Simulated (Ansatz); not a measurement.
# C2H5BClN, SMILES CC#[N+][BH2-]Cl: a ladder of methods at one geometry

Program: Ansatz 0.2.0 through its Python package.

Interactive session:
```pycon
>>> from pathlib import Path
>>> import ansatz
>>> import numpy as np
>>> c2h5bcln = (
...     ansatz.Crystal.molecule()
...     .atom("C", (2.0739, 0.1697, -0.0657))
...     .atom("C", (0.6166, 0.0434, -0.0628))
...     .atom("N", (-0.5363, -0.0565, -0.0603))
...     .atom("B", (-2.0164, -0.1848, -0.0575))
...     .atom("Cl", (-2.6539, 0.0418, 1.6675))
...     .atom("H", (2.3974, 0.7387, 0.8301))
...     .atom("H", (2.3967, 0.7064, -0.9813))
...     .atom("H", (2.5326, -0.8403, -0.0478))
...     .atom("H", (-2.3221, -1.2654, -0.4548))
...     .atom("H", (-2.4884, 0.6471, -0.7675))
... )
>>> calculation = c2h5bcln.calculation().basis(gaussian="def2-SVP")
>>> print("functional    E (Ha)        dipole (D)   HOMO (eV)  LUMO (eV)")
functional    E (Ha)        dipole (D)   HOMO (eV)  LUMO (eV)
>>> for name in ["r2scan", "revpbe", "pbe0", "lda"]:
...     rep = calculation.functional(name).forces().orbitals().run(threads=1, runs_dir="runs").report
...     lines = Path(rep["orbitals_path"]).read_text().splitlines()
...     field_of = lambda key: [line.split("=")[1].strip() for line in lines if line.startswith(key)]
...     orbitals = [(27.211386 * float(e), s, float(n)) for e, s, n in zip(field_of("Ene="), field_of("Spin="), field_of("Occup="))]
...     homo = max(e for e, _, n in orbitals if n > 0.5)
...     lumo = min(e for e, _, n in orbitals if n < 0.5)
...     dipole = 4.803205 * np.linalg.norm(rep["charge_distribution"]["dipole_moment_e_ang"])
...     print(f"{name:10s} {rep['free_energy_ev'] / 27.211386246:14.6f} {dipole:9.3f} {homo:11.3f} {lumo:10.3f}")
...
r2scan        -618.649168     8.650      -5.538     -1.954
revpbe        -618.650264     8.275      -5.190     -2.034
pbe0          -618.430601     8.803      -6.522     -1.149
lda           -615.815123     8.176      -5.274     -2.243
```

Notes:
- Total energies depend on the basis set; only differences at equal settings carry meaning.
- The geometry is a force-field or estimated start, not a minimum of this method, and the basis set is short of its limit. A lower total doesn't mark the better method: functionals have no common bound, and MP2 and coupled cluster aren't variational.
- Levels such as HOMO and LUMO are orbital energies: with these approximate functionals they aren't the ionisation energy and electron affinity, and their gap isn't the fundamental gap.
- Timing: 12 s on 1 thread of Arm Neoverse V2 (shared host), peak memory 0.27 GiB.

(Lines on the test bed's own set-up are left out of the output.)
